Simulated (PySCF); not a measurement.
**AuC: from the state search to spectroscopic constants**

What are the lowest state that PBE0 finds, the bond length, vibrational wavenumber and bond energy of AuC, and how much do these hang on the method?

Method: Au def2-TZVPP with ECP60, C def2-TZVPP, scalar-relativistic core potentials; program: PySCF 2.14.0.

## Step 1: Input

A driver script around PySCF takes these settings:

- atoms: Au, C
- charge: 0
- basis: Au def2-TZVPP with ECP60, C def2-TZVPP
- Hamiltonian: scalar-relativistic core potentials
- basis functions: 87
- electrons treated: 25
- masses in u: 196.9666, 12.0000
- levels: PBE0, PBE, r²SCAN, B2PLYP, M06-2X, M06, LDA, HSE06, HF, MP2, SCS-MP2, CCSD, CCSD(T)
- grid: 80 radial by 434 angular points
- occupations: held fixed by the projection of orbital angular momentum
- dissociation limit: Au + C, each in its ground configuration
- starting distance in angstrom: 1.935
- values of 2S to try: 1, 3, 5

The run is started by

```bash
$ OMP_NUM_THREADS=1 python dia.py task.json out
```

Further steps of the session: The PBE0 curve of the state that the search chose; Excited determinants; PBE; r²SCAN (meta-GGA); B2PLYP (double hybrid); M06-2X (hybrid meta-GGA); M06; LDA (local density); HSE06; ROHF (mean field); Correlated methods on the Hartree–Fock reference.

**Question.** What will these runs give? Wanted: for each run, Re; ωe; De; μ.

The runs gave:

Lowest PBE0 solution found, without spin–orbit coupling: ²Π (doublet), unpaired electrons π ↑. State 2 has its PBE0 minimum 0.88 eV higher. State 3 has its PBE0 minimum 1.47 eV higher, as a spin-mixed determinant (⟨S²⟩ = 1.77), so this is no gap between pure states. State 4 has its PBE0 minimum 1.57 eV higher, as a spin-mixed determinant (⟨S²⟩ = 1.77), so this is no gap between pure states. The other levels ran on the lowest alone.

```
       level  Re (Å)  ωe (cm⁻¹)  De (eV)  μ (D)
        ROHF   1.991        538    0.305  -3.06
    ROHF-MP2   1.786        786     3.02    n/a
ROHF-SCS-MP2   1.812        737     2.76    n/a
   ROHF-CCSD   1.869        682     2.42    n/a
ROHF-CCSD(T)   1.858        707     2.82    n/a
         LDA   1.816        769     4.30  -1.56
         PBE   1.854        710     3.51  -1.60
      r²SCAN   1.850        718     3.22  -1.73
        PBE0   1.860        690     2.82  -1.89
         M06   1.889        622     2.56  -1.72
       HSE06   1.864        683     2.81  -1.84
      M06-2X   1.860        662     2.26  -2.02
      B2PLYP   1.849        713     2.85  -2.15
```

De is counted to Au + C in their ground configurations. A positive dipole means Au(−)C(+).

Differences from CCSD(T) in the same basis:

```
       level  Re (mÅ)  ωe (%)
        ROHF     +134   -24.0
    ROHF-MP2      -71   +11.1
ROHF-SCS-MP2      -46    +4.1
   ROHF-CCSD      +11    -3.6
         LDA      -41    +8.7
         PBE       -4    +0.3
      r²SCAN       -8    +1.5
        PBE0       +2    -2.5
         M06      +32   -12.1
       HSE06       +6    -3.5
      M06-2X       +3    -6.4
      B2PLYP       -9    +0.8
```

In words: Judged by CCSD(T) in the same basis: best bond length PBE0 (+2 mÅ), worst ROHF (+134 mÅ); best wavenumber PBE (+0.3 %), worst ROHF (-24.0 %). Among the levels with a De in the table, it runs from 0.305 eV (ROHF) to 4.30 eV (LDA).

Correlated steps freeze 1 core orbital. Spin–orbit coupling is left out, which matters for elements this heavy, above all for dissociation energies. B2PLYP dipoles, levels and charges come from its SCF part alone. The state is the lowest single determinant that the PBE0 search found; with open d or f shells the true ground state can be another one. With spin–orbit coupling the term label itself may not hold.
